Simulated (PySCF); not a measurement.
**trimethylsilane (C₃H₁₀Si): electronic excitations at several levels of theory**

How much do the electronic excitations of trimethylsilane (C₃H₁₀Si) (`C[SiH](C)C`) depend on the level of theory, and what does each level cost?

Programs: PySCF 2.14.0, with density-fitted response routines of our own. Each step states its level of theory. These are calculated values for one molecule in the gas phase, unless marked as measured. Atoms are numbered from 0 throughout.

### 1 The molecule as given

14 atoms, charge 0, multiplicity 1; geometry from: GFN2-xTB. The atoms were then displaced at random by about 0.01 Å, so the start is not that level's minimum.

Bonds of the start (Å): C0–Si1 1.89, Si1–C2 1.92, Si1–C3 1.93, C0–H4 1.12, C0–H5 1.08, C0–H6 1.09, Si1–H7 1.47, C2–H8 1.09, C2–H9 1.07, C2–H10 1.08, C3–H11 1.07, C3–H12 1.04, C3–H13 1.10.

### 2 Relaxing the molecule at PBE0-D3(BJ)/def2-SVP

Job settings and geometry (Å):

```
{"job": {"xc": "PBE0", "basis": "def2-SVP", "d3": "d3bj", "grid": 1, "shake": 0.01, "kind": "geom"}, "charge": 0, "multiplicity": 1}
C      0.199130     1.691710    -0.507460
Si    -0.127270     0.120120     0.484870
C     -1.576590    -0.858850    -0.298010
C      1.488810    -0.938880     0.476190
H     -0.706670     2.343360    -0.529220
H      0.429010     1.504750    -1.547980
H      1.003410     2.296140    -0.089980
H     -0.449500     0.483910     1.872480
H     -1.753530    -1.765880     0.281820
H     -1.342870    -1.137780    -1.307170
H     -2.482980    -0.278810    -0.286380
H      1.751160    -1.219990    -0.522810
H      2.263530    -0.399680     0.914800
H      1.297190    -1.855200     1.051120
```

The run is started by

```
$ OMP_NUM_THREADS=1 python probes_run.py task.json out
```

This one command runs all jobs of the session in turn.

Log:

```text
step   0  E = -409.40781076  max force = 0.057395
step   1  E = -409.41349775  max force = 0.011690
step   2  E = -409.41430651  max force = 0.002669
step   3  E = -409.41448619  max force = 0.002444
step   4  E = -409.41454306  max force = 0.001516
step   5  E = -409.41457138  max force = 0.000485
step   6  E = -409.41458800  max force = 0.000798
step   7  E = -409.41460935  max force = 0.001274
step   8  E = -409.41462746  max force = 0.000983
step   9  E = -409.41463865  max force = 0.000466
step  10  E = -409.41464213  max force = 0.000155
optimisation converged
```

Run time: 34 s. Hardware: 1 thread of Arm Neoverse V2, shared host; peak memory 0.47 GiB.

Relaxation path:

```
step  energy from step 0 (eV)  largest force component (eV/Å)
   0                   0.0000                          2.9514
   1                  -0.1548                          0.6011
   2                  -0.1768                          0.1372
   3                  -0.1816                          0.1257
   4                  -0.1832                          0.0780
   5                  -0.1840                          0.0249
   6                  -0.1844                          0.0410
   7                  -0.1850                          0.0655
   8                  -0.1855                          0.0505
   9                  -0.1858                          0.0240
  10                  -0.1859                          0.0080
```

Close pairs (by a distance rule), those that changed most:

```
  bond  before (Å)  after (Å)  change (Å)
C3–H12       1.041      1.101      +0.060
Si1–C3       1.932      1.882      -0.050
Si1–C2       1.916      1.882      -0.034
C3–H11       1.070      1.102      +0.032
Si1–H7       1.470      1.501      +0.031
 C2–H9       1.073      1.102      +0.029
C2–H10       1.076      1.101      +0.025
 C0–H5       1.082      1.102      +0.020
```

The end geometry stands in the next job.

```
                         at the end point                value
  point group (found at 0.08 Å tolerance)                  C3v
rotational constants (GHz, main isotopes)  5.282, 5.272, 3.122
                        dipole moment (D)                 0.60
```

### 3 TDDFT and polarisability: PBE0/def2-TZVP

Job settings and geometry (Å):

```
{"job": {"kind": "uv", "xc": "PBE0", "basis": "def2-TZVP"}, "charge": 0, "multiplicity": 1}
C     -0.332812     1.679341    -0.505968
Si    -0.081272     0.093360     0.475861
C     -1.301058    -1.221871    -0.094221
C      1.685675    -0.523332     0.272723
H     -1.355248     2.068891    -0.381198
H     -0.166661     1.503919    -1.581130
H      0.368952     2.463194    -0.180268
H     -0.328256     0.381441     1.928504
H     -1.178818    -2.155432     0.476908
H     -1.153852    -1.456204    -1.160856
H     -2.340255    -0.880923     0.035479
H      1.903530    -0.743637    -0.784804
H      2.412767     0.228492     0.617388
H      1.854319    -1.445296     0.851154
```

Level: TDDFT PBE0/def2-TZVP, vertical, gas phase, core orbitals frozen in the response.

Log:

```text
coarse grid: 11088 points
cycle   1  E = -409.5827340574  dE = -9.311e-02  |g| = 5.092e-01  |ddm| = 2.423e+00
cycle   2  E = -409.5656685188  dE =  1.707e-02  |g| = 5.648e-01  |ddm| = 7.587e-01
cycle   3  E = -409.6477381663  dE = -8.207e-02  |g| = 2.202e-02  |ddm| = 4.175e-01
cycle   4  E = -409.6478518303  dE = -1.137e-04  |g| = 1.022e-02  |ddm| = 2.760e-02
cycle   5  E = -409.6478806964  dE = -2.887e-05  |g| = 1.026e-03  |ddm| = 8.663e-03
cycle   6  E = -409.6478810255  dE = -3.291e-07  |g| = 3.054e-04  |ddm| = 1.255e-03
final grid: 99272 points
cycle   7  E = -409.6380466725  dE = -4.127e-05  |g| = 7.430e-03  |ddm| = 3.755e-02
cycle   8  E = -409.6380427292  dE =  3.943e-06  |g| = 8.393e-03  |ddm| = 1.019e-02
cycle   9  E = -409.6380599546  dE = -1.723e-05  |g| = 2.152e-04  |ddm| = 5.443e-03
cycle  10  E = -409.6380599650  dE = -1.043e-08  |g| = 1.216e-04  |ddm| = 3.142e-04
cycle  11  E = -409.6380599693  dE = -4.296e-09  |g| = 1.098e-05  |ddm| = 1.081e-04
cycle  12  E = -409.6380599694  dE = -2.854e-11  |g| = 3.115e-06  |ddm| = 1.367e-05
converged SCF energy = -409.6380599694

Static polarisability (au): isotropic 64.106, principal 58.906 66.686 66.724

Singlet excitations
state   eV       nm        f      main configurations
  1   8.3719    148.1   0.08562   H->L 0.95
  2   8.3744    148.1   0.08645   H-1->L 0.95
  3   8.5876    144.4   0.00467   H-2->L 0.97
  4   8.7328    142.0   0.00000   H-1->L+1 0.49, H->L+2 0.48
  5   8.7972    140.9   0.00007   H-2->L+1 0.30, H->L+2 0.26, H-1->L+1 0.25
  6   8.7982    140.9   0.00022   H->L+1 0.28, H-2->L+2 0.28, H-1->L+2 0.24
  7   8.8611    139.9   0.02381   H->L+1 0.48, H-1->L+2 0.47
  8   8.8808    139.6   0.10118   H-2->L+1 0.65, H->L+2 0.14, H-1->L+1 0.14
  9   8.8822    139.6   0.10034   H-2->L+2 0.66, H-1->L+2 0.16, H->L+1 0.10
 10   9.6128    129.0   0.00137   H->L+3 0.96

Triplet excitations (Tamm-Dancoff, eV): 8.0622 8.0637 8.2296 8.3290
```

Wall time 16 s (1 thread of Arm Neoverse V2, shared host); peak memory 0.82 GiB.

The orbitals next to the gap, with their largest atomic shares:

```
orbital      eV                       atoms
 HOMO−3  -10.66   C0 19 %, C3 19 %, C2 19 %
 HOMO−2   -8.63   Si1 34 %, H7 34 %, C3 8 %
 HOMO−1   -8.53  C3 39 %, Si1 25 %, C2 13 %
   HOMO   -8.53  C0 31 %, C2 29 %, Si1 25 %
   LUMO    1.07     H11 9 %, H5 9 %, H9 9 %
 LUMO+1    1.53    Si1 48 %, C0 8 %, H6 8 %
 LUMO+2    1.54   Si1 48 %, C3 9 %, H12 7 %
```

With each of the 10 states as a Gaussian band of 0.4 eV half-width at 1/e, the curve within the window shown has maxima at 142 nm (ε 11,000) L/(mol cm). Beyond the last state computed it falls off for lack of states. The curve at chosen wavelengths:

| nm | ε (L/mol/cm) |
| --- | --- |
| 125 | 43 |
| 126 | 72 |
| 128 | 220 |
| 129 | 395 |
| 130 | 695 |
| 132 | 1875 |
| 133 | 2826 |
| 135 | 5370 |
| 136 | 6797 |
| 137 | 8166 |
| 139 | 10272 |
| 140 | 10881 |
| 141 | 11193 |
| 143 | 11132 |
| 144 | 10880 |
| 145 | 10533 |
| 147 | 9579 |
| 148 | 8952 |
| 149 | 8217 |
| 151 | 6479 |
| 152 | 5540 |
| 154 | 3735 |
| 155 | 2942 |
| 156 | 2255 |
| 158 | 1223 |
| 159 | 866 |

Further results of this job:

```
           property  computed
  dipole moment (D)      0.58
polarisability (Å³)      9.50
 HOMO–LUMO gap (eV)      9.59
      −ε(HOMO) (eV)      8.52
```

### 4 TDDFT and polarisability: PBE0/aug-cc-pVDZ

The job, as its differences from that of step 3:

```diff
@@ -1,2 +1,2 @@
-{"job": {"kind": "uv", "xc": "PBE0", "basis": "def2-TZVP"}, "charge": 0, "multiplicity": 1}
+{"job": {"kind": "uv", "xc": "PBE0", "basis": "aug-cc-pVDZ"}, "charge": 0, "multiplicity": 1}
 C     -0.332812     1.679341    -0.505968
```

With the program's defaults for keys left out, this is: TDDFT PBE0/aug-cc-pVDZ, vertical, gas phase, core orbitals frozen in the response.

Log:

```text
coarse grid: 11088 points
cycle   1  E = -409.5189698293  dE = -5.246e-02  |g| = 4.818e-01  |ddm| = 7.934e+00
cycle   2  E = -409.5038390644  dE =  1.513e-02  |g| = 5.302e-01  |ddm| = 1.852e+00
cycle   3  E = -409.5803903968  dE = -7.655e-02  |g| = 2.014e-02  |ddm| = 9.783e-01
cycle   4  E = -409.5805157359  dE = -1.253e-04  |g| = 8.426e-03  |ddm| = 9.001e-02
cycle   5  E = -409.5805392902  dE = -2.355e-05  |g| = 8.419e-04  |ddm| = 2.294e-02
cycle   6  E = -409.5805395497  dE = -2.595e-07  |g| = 2.052e-04  |ddm| = 3.605e-03
final grid: 99272 points
cycle   7  E = -409.5892134614  dE = -1.666e-05  |g| = 7.575e-03  |ddm| = 1.185e-01
cycle   8  E = -409.5892089111  dE =  4.550e-06  |g| = 8.656e-03  |ddm| = 3.172e-02
cycle   9  E = -409.5892286867  dE = -1.978e-05  |g| = 1.664e-04  |ddm| = 1.610e-02
cycle  10  E = -409.5892286952  dE = -8.482e-09  |g| = 6.572e-05  |ddm| = 6.564e-04
cycle  11  E = -409.5892286967  dE = -1.453e-09  |g| = 7.156e-06  |ddm| = 1.902e-04
cycle  12  E = -409.5892286967  dE = -1.648e-11  |g| = 2.155e-06  |ddm| = 3.376e-05
converged SCF energy = -409.5892286967

Static polarisability (au): isotropic 67.666, principal 61.953 70.502 70.542

Singlet excitations
state   eV       nm        f      main configurations
  1   7.4259    167.0   0.06589   H->L 0.95
  2   7.4283    166.9   0.06633   H-1->L 0.95
  3   7.6032    163.1   0.00065   H-2->L 0.97
  4   7.9877    155.2   0.01347   H->L+2 0.63, H->L+1 0.28
  5   7.9884    155.2   0.01098   H->L+1 0.33, H-1->L+2 0.30, H->L+2 0.18
  6   7.9907    155.2   0.01689   H-1->L+1 0.69, H-1->L+2 0.22
  7   8.0118    154.8   0.00003   H-1->L+2 0.40, H->L+1 0.34, H-1->L+1 0.12
  8   8.0829    153.4   0.03858   H-2->L+2 0.68, H-2->L+1 0.25
  9   8.0833    153.4   0.03848   H-2->L+1 0.68, H-2->L+2 0.25
 10   8.1863    151.5   0.00006   H->L+3 0.95

Triplet excitations (Tamm-Dancoff, eV): 7.2919 7.2940 7.4388 7.7617
```

It took 15 s on 1 thread of Arm Neoverse V2, shared host; peak memory 0.81 GiB.

This run: HOMO -8.52 eV, LUMO -0.11 eV; lowest singlet 7.43 eV.

### 5 Excited states and response: PBE0/def2-TZVPD

The job, as its differences from that of step 4:

```diff
@@ -1,2 +1,2 @@
-{"job": {"kind": "uv", "xc": "PBE0", "basis": "aug-cc-pVDZ"}, "charge": 0, "multiplicity": 1}
+{"job": {"kind": "uv", "xc": "PBE0", "basis": "def2-TZVPD"}, "charge": 0, "multiplicity": 1}
 C     -0.332812     1.679341    -0.505968
```

With the program's defaults for keys left out, this is: TDDFT PBE0/def2-TZVPD, vertical, gas phase, core orbitals frozen in the response.

Log:

```text
coarse grid: 11088 points
cycle   1  E = -409.5832594739  dE = -9.280e-02  |g| = 5.091e-01  |ddm| = 3.144e+00
cycle   2  E = -409.5658414699  dE =  1.742e-02  |g| = 5.656e-01  |ddm| = 9.452e-01
cycle   3  E = -409.6482197917  dE = -8.238e-02  |g| = 2.254e-02  |ddm| = 4.114e-01
cycle   4  E = -409.6483382210  dE = -1.184e-04  |g| = 1.051e-02  |ddm| = 3.493e-02
cycle   5  E = -409.6483685887  dE = -3.037e-05  |g| = 1.045e-03  |ddm| = 1.222e-02
cycle   6  E = -409.6483689317  dE = -3.430e-07  |g| = 3.126e-04  |ddm| = 2.382e-03
final grid: 99272 points
cycle   7  E = -409.6385555916  dE = -4.469e-05  |g| = 7.432e-03  |ddm| = 1.882e-01
cycle   8  E = -409.6385516311  dE =  3.961e-06  |g| = 8.403e-03  |ddm| = 1.318e-02
cycle   9  E = -409.6385688944  dE = -1.726e-05  |g| = 2.194e-04  |ddm| = 5.854e-03
cycle  10  E = -409.6385689051  dE = -1.070e-08  |g| = 1.267e-04  |ddm| = 4.962e-04
cycle  11  E = -409.6385689097  dE = -4.672e-09  |g| = 1.118e-05  |ddm| = 1.590e-04
cycle  12  E = -409.6385689098  dE = -3.092e-11  |g| = 3.200e-06  |ddm| = 2.237e-05
converged SCF energy = -409.6385689098

Static polarisability (au): isotropic 67.174, principal 61.506 69.989 70.028

Singlet excitations
state   eV       nm        f      main configurations
  1   7.7146    160.7   0.07428   H->L 0.96
  2   7.7170    160.7   0.07486   H-1->L 0.96
  3   7.9094    156.8   0.00005   H-2->L 0.98
  4   8.2727    149.9   0.02822   H->L+1 0.81, H-1->L+2 0.15
  5   8.2766    149.8   0.02260   H->L+2 0.60, H-1->L+1 0.35
  6   8.2774    149.8   0.02371   H-1->L+2 0.81, H->L+1 0.14
  7   8.2812    149.7   0.00046   H-1->L+1 0.61, H->L+2 0.35
  8   8.3564    148.4   0.05715   H-2->L+1 0.93
  9   8.3574    148.4   0.05695   H-2->L+2 0.93
 10   8.6738    142.9   0.00915   H->L+3 0.97

Triplet excitations (Tamm-Dancoff, eV): 7.5293 7.5311 7.6815 7.9524
```

Wall time 23 s (1 thread of Arm Neoverse V2, shared host); peak memory 0.94 GiB.

Key values: HOMO -8.53 eV, LUMO 0.30 eV; lowest singlet 7.71 eV.

### 6 Ultraviolet spectrum: PBE0/6-31+G*

The job, as its differences from that of step 5:

```diff
@@ -1,2 +1,2 @@
-{"job": {"kind": "uv", "xc": "PBE0", "basis": "def2-TZVPD"}, "charge": 0, "multiplicity": 1}
+{"job": {"kind": "uv", "xc": "PBE0", "basis": "6-31+G*"}, "charge": 0, "multiplicity": 1}
 C     -0.332812     1.679341    -0.505968
```

Level: TDDFT PBE0/6-31+G*, vertical, gas phase, core orbitals frozen in the response.

Log:

```text
coarse grid: 11088 points
cycle   1  E = -409.5446603713  dE = -7.146e-02  |g| = 4.903e-01  |ddm| = 2.960e+00
cycle   2  E = -409.5297837468  dE =  1.488e-02  |g| = 5.353e-01  |ddm| = 8.694e-01
cycle   3  E = -409.6080863557  dE = -7.830e-02  |g| = 1.724e-02  |ddm| = 4.646e-01
cycle   4  E = -409.6081832264  dE = -9.687e-05  |g| = 6.398e-03  |ddm| = 4.964e-02
cycle   5  E = -409.6081969248  dE = -1.370e-05  |g| = 6.655e-04  |ddm| = 1.525e-02
cycle   6  E = -409.6081970722  dE = -1.474e-07  |g| = 1.736e-04  |ddm| = 1.430e-03
final grid: 99272 points
cycle   7  E = -409.5640145823  dE = -1.167e-05  |g| = 7.572e-03  |ddm| = 2.299e-02
cycle   8  E = -409.5640102755  dE =  4.307e-06  |g| = 8.667e-03  |ddm| = 1.327e-02
cycle   9  E = -409.5640301085  dE = -1.983e-05  |g| = 1.574e-04  |ddm| = 6.994e-03
cycle  10  E = -409.5640301155  dE = -6.946e-09  |g| = 5.614e-05  |ddm| = 4.199e-04
cycle  11  E = -409.5640301165  dE = -9.971e-10  |g| = 6.779e-06  |ddm| = 1.119e-04
converged SCF energy = -409.5640301165

Static polarisability (au): isotropic 60.845, principal 56.595 62.951 62.990

Singlet excitations
state   eV       nm        f      main configurations
  1   7.5521    164.2   0.07804   H->L 0.96
  2   7.5545    164.1   0.07866   H-1->L 0.96
  3   7.7947    159.1   0.00135   H-2->L 0.98
  4   8.1532    152.1   0.02036   H->L+1 0.55, H-1->L+2 0.36
  5   8.1533    152.1   0.01998   H->L+2 0.54, H-1->L+1 0.37
  6   8.1628    151.9   0.00019   H-1->L+1 0.52, H->L+2 0.36
  7   8.1675    151.8   0.02582   H-1->L+2 0.54, H->L+1 0.35
  8   8.2637    150.0   0.06038   H-2->L+1 0.87, H-2->L+2 0.09
  9   8.2643    150.0   0.06013   H-2->L+2 0.87, H-2->L+1 0.09
 10   8.4982    145.9   0.00080   H->L+3 0.97

Triplet excitations (Tamm-Dancoff, eV): 7.4030 7.4049 7.5946 7.9028
```

Wall time 6.3 s (1 thread of Arm Neoverse V2, shared host); peak memory 0.55 GiB.

In short: HOMO -8.51 eV, LUMO 0.09 eV; lowest singlet 7.55 eV.

### 7 Run by run: electronic excitations

Excitations and ground-state properties, with basis size and wall time:

```
             run  lowest singlet (eV)  brightest (eV)      f  gap (eV)  α (Å³)  μ (D)  functions   time
  PBE0/def2-TZVP                 8.37            8.88  0.101      9.59    9.50   0.58        190   16 s
PBE0/aug-cc-pVDZ                 7.43            7.43  0.066      8.41   10.03   0.57        186   15 s
 PBE0/def2-TZVPD                 7.71            7.72  0.075      8.83    9.95   0.58        244   23 s
    PBE0/6-31+G*                 7.55            7.55  0.079      8.60    9.02   0.59         96  6.3 s
```

### 8 What came out

| quantity | value |
| --- | --- |
| point group | C3v |
| rotational constants (main isotopes) | 5.28, 5.27, 3.12 GHz |
| lowest singlet (PBE0/def2-TZVP) | 8.37 eV (148 nm), f = 0.086 |
| brightest single state of those computed | state 8, 8.88 eV, f = 0.101 |
| lowest triplet | 8.06 eV |
| range of the lowest singlet | 7.43 to 8.37 eV |

Single values in the summary come from the first run of each kind that ended normally (PBE0/def2-TZVP), which need not be the best level. The optimisation took 10 steps and gained 0.186 eV; among the close pairs (by a distance rule), C3–H12 changed most, from 1.041 to 1.101 Å. The lowest singlet, at 8.37 eV, is HOMO→LUMO 0.95 and is bright; of the 10 states computed, the strongest absorption comes from states 7 to 9 together at 8.88 eV. The lowest triplet lies 0.31 eV below the lowest singlet (triplets in Tamm-Dancoff, singlets in full TDDFT). States above −ε(HOMO) lie where TDDFT describes them poorly and they hang on the basis; the brightest is among them. The basis of PBE0/def2-TZVP has no diffuse functions, so Rydberg states are missing and the high states are unreliable. The lowest singlet runs from 7.43 eV (PBE0/aug-cc-pVDZ) to 8.37 eV (PBE0/def2-TZVP), while the orbital gap spans 8.41 to 9.59 eV. The lowest state need not be the same one in every run.
